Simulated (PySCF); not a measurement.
**IrH₄: structure of the sextet**

The task is one start of a wider search on IrH₄: the sextet, built as see-saw. It is relaxed, tested by its Hessian and followed downhill if it is a saddle.

Computed with PySCF 2.14.0. Level: PBE0, basis Ir def2-TZVP with ECP60, H def2-TZVP, scalar-relativistic core potentials, no spin–orbit coupling, density fitting.

### Step 1. Starting geometry

5 atoms, charge 0, spin multiplicity 6.

Bond lengths: Ir1–H2 1.540 Å, Ir1–H3 1.540 Å, Ir1–H4 1.540 Å, Ir1–H5 1.540 Å. Angles: H2–Ir1–H3 170.0°, H2–Ir1–H4 86.9°, H2–Ir1–H5 86.9°, H3–Ir1–H4 86.9°, H3–Ir1–H5 86.9°, H4–Ir1–H5 104.0°.

```xyz
5
charge 0 multiplicity 6
Ir    0.0000    0.0000   -0.0111
H     0.0000    1.5341    0.1231
H     0.0000   -1.5341    0.1231
H     1.2135    0.0000    0.9370
H    -1.2135    0.0000    0.9370
```

### Step 2. Relaxation: see-saw start, sextet

The steps below are one call of a driver around PySCF. For each, scf.py gives the equivalent set-up of the SCF; relaxations use the driver's own optimiser. Before each start the driver seeks the lowest SCF state from one or more starting densities and follows internal instabilities, so scf.py alone need not reach the same state.

The program finds C2v symmetry in the start, which this walk keeps. Threshold on the gradient: 0.0003 Eh/bohr, with a further test on the energy change.

scf.py

```python
from pyscf import gto, scf, dft
mol = gto.M(atom='''
Ir     0.000000     0.000000    -0.011074
H      0.000000     1.534100     0.123126
H     -0.000000    -1.534100     0.123126
H      1.213500    -0.000000     0.937026
H     -1.213500     0.000000     0.937026''',
    basis={'Ir': 'def2-TZVP', 'H': 'def2-TZVP'},
    ecp={'Ir': 'def2-TZVP'},
    charge=0, spin=5)
mf = dft.UKS(mol, xc='PBE0')
mf.grids.atom_grid = (50, 194)
aux = {'Ir': 'def2-universal-JKFIT', 'H': 'def2-universal-JKFIT'}
mf = mf.density_fit(auxbasis=aux)
mf.kernel()
```

The optimiser's trace:

```csv
step,energy (Eh),change (kJ/mol),largest symmetric gradient (Eh/bohr)
0,-106.410285,0.00,0.13934
1,-106.448437,-100.17,0.07158
2,-106.460815,-132.66,0.01771
3,-106.462498,-137.09,0.00985
4,-106.463571,-139.90,0.00589
5,-106.463984,-140.99,0.00428
6,-106.464249,-141.68,0.00358
7,-106.464536,-142.44,0.00287
8,-106.464655,-142.75,0.00187
9,-106.464684,-142.82,0.00067
10,-106.464698,-142.86,0.00037
11,-106.464705,-142.88,0.00029
12,-106.464706,-142.88,0.00013
```

The walk ran for 9.9 s (4 threads, shared host).

It settles in C2v symmetry, 142.9 kJ/mol below the start, after 12 steps: Ir–H 1.639 Å (×2), Ir–H 1.764 Å (×2); H–Ir–H 73.6° (×4), H–Ir–H 78.3°, H–Ir–H 137.4°.

### Step 3. Vibrations and properties at this point

On the finer grid the gradient is checked again; gradients at displacements of ±0.01 bohr then give force constants and infrared intensities.

scf.py: that of step 2 with these lines changed.

```diff
@@ -3,5 +3,5 @@
-Ir     0.000000     0.000000    -0.011074
-H      0.000000     1.534100     0.123126
-H     -0.000000    -1.534100     0.123126
-H      1.213500    -0.000000     0.937026
-H     -1.213500     0.000000     0.937026''',
+Ir     0.000000     0.000000    -0.019974
+H      0.000000     1.526974     0.576022
+H     -0.000000    -1.526974     0.576022
+H      1.114350    -0.000000     1.347337
+H     -1.114350     0.000000     1.347337''',
@@ -12 +12 @@
-mf.grids.atom_grid = (50, 194)
+mf.grids.atom_grid = (75, 302)
```

The driver hands on the density of the step before, so the log starts near convergence.

SCF at the final geometry:

```text
init E= -106.464691033607
[... the frontier-level lines of each cycle are left out ...]
cycle= 1 E= -106.464691033613  delta_E= -6.03e-12  |g|= 3.85e-06  |ddm|= 7.49e-06
Extra cycle  E= -106.464691033613  delta_E= -8.81e-13  |g|= 4.11e-06  |ddm|= 7.22e-06
converged SCF energy = -106.464691033613  <S^2> = 8.7575345  2S+1 = 6.002511
```

The whole step took 17 s.

Geometry: C2v; Ir–H 1.639 Å (×2), Ir–H 1.764 Å (×2); H–Ir–H 73.6° (×4), H–Ir–H 78.4°, H–Ir–H 137.4°.

Modes, for the most abundant isotopes:

| symmetry | ω (cm⁻¹) | IR (km/mol) |
| --- | --- | --- |
| b1 | 295i | 25.2 |
| a1 | 477 | 2.2 |
| a2 | 492 | 0.0 |
| b2 | 597 | 2.3 |
| a1 | 716 | 90.6 |
| b1 | 1430 | 219 |
| a1 | 1463 | 317 |
| b2 | 1866 | 16.2 |
| a1 | 2136 | 3.0 |

1 mode is imaginary, the largest at 295i cm⁻¹: a saddle point, not a minimum.

Properties at this point:

```
Dipole moment                                                   : 0.36 D
Highest occupied level                                          : -5.89 eV
Lowest empty level                                              : -6.08 eV
Rotational constants                                            : 2.44, 2.34, 1.852 cm⁻¹
Zero-point energy (real modes)                                  : 54.9 kJ/mol
Principal polarisabilities                                      : 49.2, 54.0, 63.2 bohr³
Atomisation energy without zero-point energy                    : 622 kJ/mol
Principal traceless quadrupole moments about the centre of mass : -3.17, 0.20, 2.97 D Å
Spin squared ⟨S²⟩                                               : 8.758
```

Populations by atom (charges in e):

```tsv
atom	Mulliken	Löwdin	polar tensor	spin (Mulliken)	Mayer order to Ir1
Ir1	0.22	0.13	0.31	3.69	–
H2,3	-0.02	-0.02	0.04	0.21	0.85
H4,5	-0.09	-0.04	-0.20	0.44	0.73
```

Outer orbital energies (eV). α occupied: -13.08, -13.04, -12.89, -12.47, -12.13, -8.26, -6.68, -5.89; empty: -0.97, 0.73, 1.69, 2.27. β occupied: -104.44, -58.69, -58.37, -58.23, -12.98, -11.20, -11.12, -11.09; empty: -6.08, -5.78, -4.37, -2.77.

Mulliken populations on Ir1 (outside its core potential): s 3.08, p 6.89, d 6.80, f 0.01.

### Step 4. Following the imaginary mode

The atoms are moved a little along the softest imaginary mode and relaxed again.

The program finds Cs symmetry in the start, which this walk keeps. Threshold on the gradient: 0.0003 Eh/bohr, with a further test on the energy change.

scf.py: that of step 3 with these lines changed.

```diff
@@ -3,5 +3,5 @@
-Ir     0.000000     0.000000    -0.019974
-H      0.000000     1.526974     0.576022
-H     -0.000000    -1.526974     0.576022
-H      1.114350    -0.000000     1.347337
-H     -1.114350     0.000000     1.347337''',
+Ir    -0.000846     0.000000    -0.020089
+H      0.120000     1.526974     0.575907
+H      0.120000    -1.526974     0.575907
+H      1.075362    -0.000000     1.363565
+H     -1.153338     0.000000     1.330881''',
@@ -12 +12 @@
-mf.grids.atom_grid = (75, 302)
+mf.grids.atom_grid = (50, 194)
```

The optimiser's trace:

| step | energy (Eh) | change (kJ/mol) | largest symmetric gradient (Eh/bohr) |
| --- | --- | --- | --- |
| 0 | -106.464895 | 0.00 | 0.00194 |
| 1 | -106.465008 | -0.30 | 0.00115 |
| 2 | -106.465147 | -0.66 | 0.00125 |
| 3 | -106.465337 | -1.16 | 0.00189 |
| 4 | -106.465592 | -1.83 | 0.00298 |
| 5 | -106.465918 | -2.68 | 0.00444 |
| 6 | -106.466320 | -3.74 | 0.00612 |
| 7 | -106.466809 | -5.02 | 0.00781 |
| 8 | -106.467404 | -6.59 | 0.00936 |
| 9 | -106.468131 | -8.49 | 0.01075 |
| 10 | -106.469010 | -10.80 | 0.01200 |
| 11 | -106.470054 | -13.54 | 0.01307 |
| 12 | -106.471257 | -16.70 | 0.01395 |
| 13 | -106.472596 | -20.22 | 0.01463 |
| 14 | -106.474036 | -24.00 | 0.01508 |
| 15 | -106.475531 | -27.92 | 0.01529 |
| 16 | -106.477034 | -31.87 | 0.01528 |
| 17 | -106.487029 | -58.11 | 0.01459 |
| 18 | -106.493727 | -75.70 | 0.01551 |
| 19 | -106.496669 | -83.42 | 0.01182 |
| 20 | -106.498967 | -89.45 | 0.00643 |
| 21 | -106.499612 | -91.15 | 0.00301 |
| 22 | -106.499745 | -91.50 | 0.00106 |
| 23 | -106.499753 | -91.52 | 0.00061 |
| 24 | -106.499755 | -91.52 | 0.00012 |

The walk took 20 s.

End point (Td, 24 steps, 91.5 kJ/mol gained): Ir–H 1.706 Å (×4); H–Ir–H 109.5° (×6).

### Step 5. Frequencies

As before: finer grid, then central differences.

scf.py: that of step 4 with these lines changed.

```diff
@@ -3,5 +3,5 @@
-Ir    -0.000846     0.000000    -0.020089
-H      0.120000     1.526974     0.575907
-H      0.120000    -1.526974     0.575907
-H      1.075362    -0.000000     1.363565
-H     -1.153338     0.000000     1.330881''',
+Ir     0.000000    -0.000000    -0.000000
+H      0.278489     1.392842    -0.944695
+H      0.278202    -1.392842    -0.944779
+H      1.057714    -0.000150     1.338377
+H     -1.614405     0.000150     0.551097''',
@@ -12 +12 @@
-mf.grids.atom_grid = (50, 194)
+mf.grids.atom_grid = (75, 302)
```

SCF at the final geometry:

```text
init E= -106.499731924789
[... the frontier-level lines of each cycle are left out ...]
cycle= 1 E= -106.499731924798  delta_E= -9.01e-12  |g|= 2.03e-06  |ddm|= 4.83e-06
Extra cycle  E= -106.4997319248  delta_E= -2.07e-12  |g|= 2.43e-06  |ddm|= 3.99e-06
converged SCF energy = -106.4997319248  <S^2> = 8.7528768  2S+1 = 6.0009589
```

The whole step took 7.5 s.

Geometry: Td; Ir–H 1.706 Å (×4); H–Ir–H 109.5° (×6).

Modes, for the most abundant isotopes:

| symmetry | ω (cm⁻¹) | IR (km/mol) | μ (u) | type |
| --- | --- | --- | --- | --- |
| t2 | 454 | 124 | 1.02 | bend |
| e | 546 | 0.0 | 1.01 | bend |
| t2 | 1758 | 31.1 | 1.01 | stretch |
| a1 | 1836 | 0.0 | 1.01 | stretch |

Every mode is real; the point is a minimum.

Properties at this point:

| Item | Value |
| --- | --- |
| Dipole moment | 0.00 D |
| Highest occupied level | -7.20 eV |
| Lowest empty level | -5.66 eV |
| Rotational constants | 2.155, 2.155, 2.155 cm⁻¹ |
| Zero-point energy | 57.2 kJ/mol |
| Principal polarisabilities | 50.3, 50.3, 50.3 bohr³ |
| Atomisation energy without zero-point energy | 714 kJ/mol |
| Principal traceless quadrupole moments about the centre of mass | 0.00, 0.00, 0.00 D Å |
| Entropy at 298.15 K and 1 bar (electronic part: spin only) | 257.7 J/(mol K) |
| Heat capacity Cp at 298.15 K | 60.3 J/(mol K) |
| Enthalpy at 298.15 K above 0 K | 12.99 kJ/mol |
| Rotational symmetry number | 12 |
| Spin squared ⟨S²⟩ | 8.753 |

Populations by atom (charges in e):

| atom | Mulliken | Löwdin | polar tensor | spin (Mulliken) | Mayer order to Ir1 |
| --- | --- | --- | --- | --- | --- |
| Ir1 | 0.47 | 0.35 | 0.46 | 3.42 | – |
| H2,3,4,5 | -0.12 | -0.09 | -0.11 | 0.40 | 0.83 |

Mulliken populations on Ir1 (outside its core potential): s 3.00, p 6.75, d 6.77, f 0.01.

### Step 6. All stationary points

| spin | group | bonds | imaginary modes (cm⁻¹) | ΔE (kJ/mol) | with zero-point energy |
| --- | --- | --- | --- | --- | --- |
| sextet | Td | Ir–H 1.706 Å (×4) | none | 0.0 | 0.0 |
| sextet | C2v | Ir–H 1.639 Å (×2), Ir–H 1.764 Å (×2) | 295i | 92.0 | – |

### Step 7. Outcome

| quantity | value |
| --- | --- |
| minimum | sextet, Td |
| geometry | Ir–H 1.706 Å (×4); H–Ir–H 109.5° (×6) |
| wavenumbers (cm⁻¹) | 454 (t2), 546 (e), 1758 (t2), 1836 (a1) |
| dipole moment | 0.00 D |
| highest occupied, lowest empty level (either spin) | -7.20, -5.66 eV |
| polar-tensor charge of Ir1 | +0.46 e |
| zero-point energy | 57.2 kJ/mol |
| entropy at 298.15 K | 257.7 J/(mol K) |
| atomisation energy (no zero-point energy) | 714 kJ/mol |
| ⟨S²⟩ | 8.753 |

**Reading.** The see-saw start (C2v) ends in a minimum of Td symmetry, after a first stop at a saddle point 92.0 kJ/mol higher, from which it was pushed off along an imaginary mode. In the infrared the band at 454 cm⁻¹ (t2, bend) leads. Ir1 has a polar-tensor charge of +0.5 e (a dipole derivative, not a static charge), yet symmetry cancels the bond dipoles. Most of the spin sits on Ir1 (Mulliken spin 3.42, against 5 for the whole molecule). Only this shape and spin were tried, so other structures or states may lie lower. One determinant may miss the lowest occupation of an open d or f shell. Spin–orbit coupling, left out here, can matter for elements this heavy.

The search up to here ran for 59 s (4 threads, shared host).
